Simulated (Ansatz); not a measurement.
# C2H8GeO2: a ladder of functionals and wavefunction methods

One table from this session's results is given with a row withheld; the runs are named, their logs left out.

Method: functionals in def2-TZVPP, the program's frozen cores in correlated methods; program: Ansatz 0.2.0, Gaussian basis.

Levels to be run: PBE-D4, r2SCAN-D4, PBE0-D4, B3LYP-D4, ωB97X-V, ωB97M-V, B2PLYP; CCSD(T)/def2-TZVPP; MP2/def2-QZVPP; extrapolation to the limit.

## Structure used throughout

All runs share one geometry, relaxed beforehand with PBE0-D4 in a triple-zeta def2 set.

SMILES `C[CH2][GeH]([OH])[OH]`, 13 atoms, charge 0, spin multiplicity 1.

Atoms are counted from 1 here; the program's logs count them from 0.

Bond lengths: C1–C2 1.524 Å, C1–H6 1.093 Å, C1–H7 1.092 Å, C1–H8 1.092 Å, C2–Ge3 1.936 Å, C2–H9 1.094 Å, C2–H10 1.094 Å, Ge3–O4 1.778 Å, Ge3–O5 1.785 Å, Ge3–H11 1.547 Å, O4–H12 0.959 Å, O5–H13 0.959 Å. Angles: C2–C1–H6 111.0°, C2–C1–H7 111.1°, C2–C1–H8 111.2°, H6–C1–H7 107.9°, H6–C1–H8 107.8°, H7–C1–H8 107.6°, C1–C2–Ge3 112.1°, C1–C2–H9 111.2°, C1–C2–H10 111.3°, Ge3–C2–H9 107.4°, Ge3–C2–H10 107.7°, H9–C2–H10 106.9°, C2–Ge3–O4 105.4°, C2–Ge3–O5 108.7°, C2–Ge3–H11 116.9°, O4–Ge3–O5 107.8°, O4–Ge3–H11 110.0°, O5–Ge3–H11 107.6° and more.

The first run:

in.yaml

```yaml
crystal:
  periodic: [false, false, false]
  atoms:
    - {symbol: C, position_ang: [0.491718, 1.500341, -0.747457]}
    - {symbol: C, position_ang: [1.045018, 0.429050, 0.184857]}
    - {symbol: Ge, position_ang: [-0.228572, -0.994855, 0.497447]}
    - {symbol: O, position_ang: [-0.517828, -1.728725, -1.096493]}
    - {symbol: O, position_ang: [-1.764585, -0.278215, 1.055864]}
    - {symbol: H, position_ang: [1.223922, 2.295501, -0.908983]}
    - {symbol: H, position_ang: [0.233860, 1.079114, -1.720971]}
    - {symbol: H, position_ang: [-0.410976, 1.955926, -0.335134]}
    - {symbol: H, position_ang: [1.949926, -0.025433, -0.228501]}
    - {symbol: H, position_ang: [1.316421, 0.850609, 1.156776]}
    - {symbol: H, position_ang: [0.176409, -2.085909, 1.517208]}
    - {symbol: H, position_ang: [-1.341706, -2.218569, -1.138231]}
    - {symbol: H, position_ang: [-2.173607, -0.778833, 1.763618]}
basis:
  gaussian: {orbitals: def2-TZVPP}
hamiltonian: {xc: pbe, dispersion: d4}
output: {forces: true, orbitals: {seedname: orbitals}}
```

Command:

```
$ ansatz run in.yaml --threads 2 --pin off --events-out ev --progress --plain --max-ram 22528MiB --backend cuda --devices 0, --max-vram 18GiB
```

Steps of the session up to this table: PBE-D4 (GGA); r2SCAN-D4 (meta-GGA); PBE0-D4 (hybrid); B3LYP-D4 (hybrid); ωB97X-V (range-separated); ωB97M-V (range-separated); B2PLYP (double hybrid); CCSD(T) in def2-TZVPP; MP2 in def2-QZVPP.

One table of the session follows, with a row left open; its other results are not shown here.

It belongs to the step «Atomisation energies». 

```
            method  atomisation energy (kJ/mol)
            PBE-D4                       4842.6
         r2SCAN-D4                       4787.2
           PBE0-D4                       4758.9
          B3LYP-D4                       4759.9
           ωB97X-V                       4791.5
           ωB97M-V                            ?
            B2PLYP                       4729.2
     HF/def2-TZVPP                       3448.7
    MP2/def2-TZVPP                       4763.6
   CCSD/def2-TZVPP                       4627.2
CCSD(T)/def2-TZVPP                       4693.8
           MP2/CBS                       4876.0
       CCSD(T)/CBS                       4806.1
```

Estimate the missing values for ωB97M-V.

The run gave: atomisation energy (kJ/mol): 4780.1. In the column «atomisation energy (kJ/mol)» it lies between MP2/def2-TZVPP (4763.6) and r2SCAN-D4 (4787.2).

Limits of these values: Free atoms (2 C, 1 Ge, 2 O, 8 H) were run apart at each level; the atomisation energy is their sum less the molecule, without zero-point or spin-orbit terms.
